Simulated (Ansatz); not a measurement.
Write a Python script for the Ansatz DFT code, driven from Python that makes cell relaxations under several functionals of HfN, space group Fm-3m. Level of theory (first run): r2SCAN, PAW, cutoff 463 eV, 13×13×13 k-points, Fermi-Dirac smearing of 0.1 eV, D4 dispersion.

`POSCAR`
```text
HfN
1.0
   0.00000000    2.25600000    2.25600000
   2.25600000    0.00000000    2.25600000
   2.25600000    2.25600000    0.00000000
Hf N
1 1
Direct
   0.00000000    0.00000000    0.00000000
   0.50000000    0.50000000    0.50000000
```

The script, `lattice_hfn.py`:
```python
"""How the lattice of HfN depends on the functional."""

import warnings

import ansatz
from ase.io import read
import numpy as np

def edges_and_angles(cell):
    cell = np.asarray(cell)
    a, b, c = np.linalg.norm(cell, axis=1)
    cosines = cell[1] @ cell[2] / (b * c), cell[0] @ cell[2] / (a * c), cell[0] @ cell[1] / (a * b)
    return (a, b, c, *np.degrees(np.arccos(cosines)))


def main() -> None:
    warnings.simplefilter("ignore", ansatz.DeckWarning)

    atoms = read("POSCAR", format="vasp")
    cell = ansatz.Crystal.from_ase(atoms)

    model = (
        cell.calculation()
        .basis(17 * ansatz.Ha)
        .kpoints(13, center="gamma")
        .occupations("fermi_dirac", width=0.1)
        .scf(tolerance=1e-10)
        .relax(cell=True)
    )

    levels = [("r2scan", "d4"), ("pbe", "d4"), ("r2scan", "rvv10")]
    print("level            a       b       c    alpha   beta  gamma  V/atom  steps")
    for name, dispersion in levels:
        seen = []
        run = model.functional(name, dispersion=dispersion).session().plan()
        outcome = run.execute(on_event=lambda e: seen.append(e) if e["event"] == "relax_step" else None)
        cell = outcome.lattice.cell_ang
        label = name if dispersion == "none" else f"{name}+{dispersion}"
        print("{:13s} {:7.4f} {:7.4f} {:7.4f} {:6.2f} {:6.2f} {:6.2f}".format(label, *edges_and_angles(cell)), f"{abs(np.linalg.det(cell)) / len(outcome.lattice.sites):7.3f} {len(seen):5d}")


if __name__ == "__main__":
    main()
```

Running `python lattice_hfn.py` prints:
```text
level            a       b       c    alpha   beta  gamma  V/atom  steps
r2scan+d4      3.1938  3.1938  3.1938  60.00  60.00  60.00  11.518     4
pbe+d4         3.1972  3.1972  3.1972  60.00  60.00  60.00  11.555     4
r2scan+rvv10   3.1928  3.1928  3.1928  60.00  60.00  60.00  11.507     4
```

From smallest to largest: r2SCAN+RVV10 (11.51 Å³ an atom, +0.2 % against the start), r2SCAN+D4 (11.52 Å³ an atom, +0.3 % against the start) and PBE+D4 (11.56 Å³ an atom, +0.6 % against the start). The spread is 0.4 % in volume.

Caveats:
- The cutoff lies under the one recommended for these potentials in some of the runs.
- Spin is left out of this run.
- Forces vanish by symmetry, so the ions can't move, and the end may be a saddle.
- Dispersion corrections can be off by several per cent in the lattices of metals, and by several GPa in the pressure at a fixed cell.
- Edges and angles are those of the cell as typed, here a primitive one, not of the conventional cell.
- Spin-orbit coupling, which matters for elements this heavy, is left out.
- The starting cell is as deposited in a crystallographic database; the results hold for this polymorph, which needn't be the stable one.
- The script silences the warnings on its input, which a real study should read.
- Wall time of the script: 86 s on 1 thread of Arm Neoverse N1, on a shared host, peak memory 0.59 GiB.
